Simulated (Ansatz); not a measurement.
This script for Ansatz 0.2.0, Python API starts 6 runs on BH₄NO₂, SMILES NB(O)O. What input does the engine get in each?

The script, `bh4no2.py`:
```python
'''Response of BH4NO2 to a pair of distant point charges.'''

import warnings

import ansatz
import numpy as np

BASIS = 'def2-SVPD'
METHOD = 'MP2'

warnings.simplefilter('ignore', ansatz.DeckWarning)

geometry_ang = [
    ('N', [-0.5184, 1.0524, -0.3139]),
    ('B', [0.1776, -0.208, -0.0773]),
    ('O', [1.6064, -0.1999, -0.001]),
    ('O', [-0.4787, -1.4501, 0.0631]),
    ('H', [-1.5873, 0.8755, -0.3371]),
    ('H', [-0.3815, 1.7323, 0.4935]),
    ('H', [1.9742, -0.3438, -0.9133]),
    ('H', [-0.7003, -1.5157, 1.0303]),
]
molecule = ansatz.Crystal.molecule()
for symbol, xyz in geometry_ang:
    molecule = molecule.atom(symbol, xyz)

setup = molecule.calculation()
setup = setup.basis(gaussian=BASIS)
setup = setup.correlation(METHOD).forces()
# charges +q and -q at -R and +R make a nearly even field 2 k q / R^2 at the centre
centre = np.mean([site.position_ang for site in molecule.cartesian_sites], axis=0)
field = 2 * 14.399645 * 2.0 / 40.0 ** 2


def dipole(axis, sign):
    arm = 40.0 * np.eye(3)[axis]
    pair = [{'charge': sign * 2.0, 'position_ang': (centre - arm).tolist()}, {'charge': -sign * 2.0, 'position_ang': (centre + arm).tolist()}]
    deck = setup.input().set(ansatz.key.basis.gaussian.point_charges, pair)
    return np.array(ansatz.Session.from_dict(deck).plan().execute().report['charge_distribution']['dipole_moment_e_ang'])


print(f'field {field:.4f} V/A')
alpha = np.array([(dipole(axis, 1) - dipole(axis, -1)) / (2 * field) * 14.399645 for axis in range(3)])
print('polarisability tensor (A^3)')
print(np.array2string(alpha, precision=3, suppress_small=True))
print(f'mean {np.trace(alpha) / 3:.3f} A^3 = {np.trace(alpha) / 3 / 0.14818471:.2f} bohr^3')
```

Run 1:
```yaml
crystal:
  periodic: [false, false, false]
  atoms:
    - { symbol: "N", position_ang: [-0.5184, 1.0524, -0.3139] }
    - { symbol: B, position_ang: [0.1776, -0.208, -0.0773] }
    - { symbol: O, position_ang: [1.6064, -0.1999, -0.001] }
    - { symbol: O, position_ang: [-0.4787, -1.4501, 0.0631] }
    - { symbol: H, position_ang: [-1.5873, 0.8755, -0.3371] }
    - { symbol: H, position_ang: [-0.3815, 1.7323, 0.4935] }
    - { symbol: H, position_ang: [1.9742, -0.3438, -0.9133] }
    - { symbol: H, position_ang: [-0.7003, -1.5157, 1.0303] }
basis:
  gaussian:
    orbitals: def2-SVPD
    point_charges:
      - { charge: 2.0, position_ang: [-39.9885, -0.007162499999999988, -0.00696250000000001] }
      - { charge: -2.0, position_ang: [40.0115, -0.007162499999999988, -0.00696250000000001] }
correlation:
  method: mp2
output:
  forces: true
```

Run 2, against run 1:
```diff
-      - { charge: 2.0, position_ang: [-39.9885, -0.007162499999999988, -0.00696250000000001] }
-      - { charge: -2.0, position_ang: [40.0115, -0.007162499999999988, -0.00696250000000001] }
+      - { charge: -2.0, position_ang: [-39.9885, -0.007162499999999988, -0.00696250000000001] }
+      - { charge: 2.0, position_ang: [40.0115, -0.007162499999999988, -0.00696250000000001] }
```

Run 3, against run 1:
```diff
-      - { charge: 2.0, position_ang: [-39.9885, -0.007162499999999988, -0.00696250000000001] }
-      - { charge: -2.0, position_ang: [40.0115, -0.007162499999999988, -0.00696250000000001] }
+      - { charge: 2.0, position_ang: [0.011499999999999996, -40.0071625, -0.00696250000000001] }
+      - { charge: -2.0, position_ang: [0.011499999999999996, 39.9928375, -0.00696250000000001] }
```

Run 4, against run 1:
```diff
-      - { charge: 2.0, position_ang: [-39.9885, -0.007162499999999988, -0.00696250000000001] }
-      - { charge: -2.0, position_ang: [40.0115, -0.007162499999999988, -0.00696250000000001] }
+      - { charge: -2.0, position_ang: [0.011499999999999996, -40.0071625, -0.00696250000000001] }
+      - { charge: 2.0, position_ang: [0.011499999999999996, 39.9928375, -0.00696250000000001] }
```

Run 5, against run 1:
```diff
-      - { charge: 2.0, position_ang: [-39.9885, -0.007162499999999988, -0.00696250000000001] }
-      - { charge: -2.0, position_ang: [40.0115, -0.007162499999999988, -0.00696250000000001] }
+      - { charge: 2.0, position_ang: [0.011499999999999996, -0.007162499999999988, -40.0069625] }
+      - { charge: -2.0, position_ang: [0.011499999999999996, -0.007162499999999988, 39.9930375] }
```

Run 6, against run 1:
```diff
-      - { charge: 2.0, position_ang: [-39.9885, -0.007162499999999988, -0.00696250000000001] }
-      - { charge: -2.0, position_ang: [40.0115, -0.007162499999999988, -0.00696250000000001] }
+      - { charge: -2.0, position_ang: [0.011499999999999996, -0.007162499999999988, -40.0069625] }
+      - { charge: 2.0, position_ang: [0.011499999999999996, -0.007162499999999988, 39.9930375] }
```

```console
$ python bh4no2.py
field 0.0360 V/A
polarisability tensor (A^3)
[[ 5.43  -0.188 -0.134]
 [-0.187  5.426 -0.207]
 [-0.134 -0.207  4.504]]
mean 5.120 A^3 = 34.55 bohr^3
```

The geometry is a force-field or estimated start, not a minimum of this method, and the basis set is short of its limit. The field of two point charges is only nearly even. Hardware and time: 52 s on 1 thread of Arm Neoverse N1, with other jobs on the host, peak memory 0.36 GiB.

(Lines on the test bed's own set-up are left out of the output.)
